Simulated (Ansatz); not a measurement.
Working through a phonon calculation by finite displacements of SrMg3, space group Pm-3m

Computed with the Python package of Ansatz (0.2.0).

Run as a notebook:

```python
from pathlib import Path
import warnings

import ansatz as az
import numpy as np

warnings.simplefilter("ignore", az.DeckWarning)
```

```python
cell = (
    az.Lattice.of([4.94253, 0.0, 0.0], [0.0, 4.94253, 0.0], [0.0, 0.0, 4.94253])
    .atom("Sr", [0.0, 0.0, 0.0])
    .atom("Mg", [0.5, 0.5, 0.0])
    .atom("Mg", [0.5, 0.0, 0.5])
    .atom("Mg", [0.0, 0.5, 0.5])
)
```

```python
[site.symbol for site in cell.resolved().sites]
```

    ['Sr', 'Mg', 'Mg', 'Mg']

```python
setup = (
    cell.calculation()
    .functional("lda")
    .basis(18 * az.Ha)
    .occupations("fermi_dirac", width=0.01)
    .mixing("broyden", preconditioner="none")
    .scf(tolerance=1e-07)
    .kpoints(6, 6, 6)
    .phonons("fd", supercell=1, amplitude=0.02)
)
done = setup.run(runs_dir="runs")
folder = Path(done.output_folder) / "results"
ph = done.phonons
```

```python
print("modes at Gamma (1/cm):", np.round(ph.gamma_omega_inv_cm, 1) + 0.0)
print(f"{ph.n_members} displaced supercells, sum-rule residual {ph.asr_residual_pre_ev_ang2:.1e} eV/A^2")
optical = np.sort(ph.gamma_omega_inv_cm)
print("imaginary modes at Gamma:", int((optical < -10).sum()), "- highest mode", round(float(optical[-1]), 1), "1/cm")
```

    modes at Gamma (1/cm): [  0.    0.    0.   90.3  90.3  90.3 156.2 156.2 156.2 174.1 174.1 174.1]
    2 displaced supercells, sum-rule residual 1.8e-04 eV/A^2
    imaginary modes at Gamma: 0 - highest mode 174.1 1/cm

Notes:
- The settings weren't tested for convergence.
- The cell isn't relaxed first, so the values belong to this volume.
- For a metal this k-point mesh is coarse: on a finer one energies can move by several to tens of meV an atom and pressures by half a GPa or more, differences at one mesh by less.
- The structure comes from a database of computed cells and needn't be a stable or known phase.
- The structure is taken as given and the supercell is small; imaginary modes can come from an unrelaxed or unstable start. Phonons of metals also depend on mesh and smearing.
- Hardware and time: 54 s on 1 thread of Arm Neoverse V2, on a shared host, peak memory 0.53 GiB.
